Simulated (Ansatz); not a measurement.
**C3H8Te: small, medium and large basis sets**

One table from this session's results is given with a row withheld; the runs are named, their logs left out.

Program: Ansatz 0.2.0, Gaussian basis. Level of theory: one geometry, several basis sets. These are calculated values, not measurements.

The runs, in order: PBE0-D4/def2-SVP; ωB97M-V/def2-SVP; PBE0-D4/def2-QZVPP; ωB97M-V/def2-QZVPP; the functionals' def2-TZVPP values are taken from earlier runs.

### The geometry

All runs share one geometry, relaxed beforehand with PBE0-D4 in a triple-zeta def2 set. Te takes the def2 core potential; no spin-orbit term is included.

SMILES `CC[Te]C`, 12 atoms, charge 0, spin multiplicity 1.

Atoms are counted from 1 here; the program's logs count them from 0.

Bond lengths: C1–C2 1.515 Å, C1–H5 1.094 Å, C1–H6 1.093 Å, C1–H7 1.093 Å, C2–Te3 2.151 Å, C2–H8 1.091 Å, C2–H9 1.091 Å, Te3–C4 2.137 Å, C4–H10 1.088 Å, C4–H11 1.088 Å, C4–H12 1.089 Å. Angles: C2–C1–H5 110.5°, C2–C1–H6 111.5°, C2–C1–H7 111.5°, H5–C1–H6 107.6°, H5–C1–H7 107.6°, H6–C1–H7 107.9°, C1–C2–Te3 111.0°, C1–C2–H8 111.5°, C1–C2–H9 111.5°, Te3–C2–H8 107.0°, Te3–C2–H9 106.9°, H8–C2–H9 108.7°, C2–Te3–C4 94.6°, Te3–C4–H10 109.9°, Te3–C4–H11 109.9°, Te3–C4–H12 107.3°, H10–C4–H11 110.7°, H10–C4–H12 109.5° and more.

Set-up of the first run:

in.yaml

```yaml
crystal:
  periodic: [false, false, false]
  atoms:
    - {symbol: C, position_ang: [-0.199224, 2.119424, 0.064608]}
    - {symbol: C, position_ang: [-0.389296, 0.632732, -0.154007]}
    - {symbol: Te, position_ang: [1.272008, -0.480773, 0.636790]}
    - {symbol: C, position_ang: [0.488260, -2.384569, 0.065563]}
    - {symbol: H, position_ang: [-1.047872, 2.678420, -0.339885]}
    - {symbol: H, position_ang: [-0.120160, 2.361408, 1.127130]}
    - {symbol: H, position_ang: [0.703654, 2.484962, -0.430303]}
    - {symbol: H, position_ang: [-1.285512, 0.266095, 0.347667]}
    - {symbol: H, position_ang: [-0.458353, 0.390223, -1.215012]}
    - {symbol: H, position_ang: [0.374502, -2.428294, -1.015884]}
    - {symbol: H, position_ang: [-0.465761, -2.555219, 0.560652]}
    - {symbol: H, position_ang: [1.204656, -3.139609, 0.386680]}
basis:
  gaussian: {orbitals: def2-SVP}
hamiltonian: {xc: pbe0, dispersion: d4}
output: {orbitals: {seedname: orbitals}}
```

Steps of the session up to this table: PBE0-D4 in def2-SVP; ωB97M-V in def2-SVP; PBE0-D4 in def2-QZVPP; ωB97M-V in def2-QZVPP.

One table of the session follows, with a row left open; its other results are not shown here.

It belongs to the step «Density functionals: the series». 

```
functional       basis  HOMO (eV)  LUMO (eV)
   PBE0-D4    def2-SVP      -5.50      -0.13
   PBE0-D4  def2-TZVPP      -5.61      -0.40
   PBE0-D4  def2-QZVPP      -5.62      -0.48
   ωB97M-V    def2-SVP          ?          ?
   ωB97M-V  def2-TZVPP      -7.74       1.33
   ωB97M-V  def2-QZVPP      -7.75       1.13
```

Estimate the missing values for ωB97M-V, def2-SVP.

The run gave: HOMO (eV): -7.62; LUMO (eV): 1.77. In the column «HOMO (eV)» it lies between ωB97M-V, def2-TZVPP (-7.74) and PBE0-D4, def2-QZVPP (-5.62).
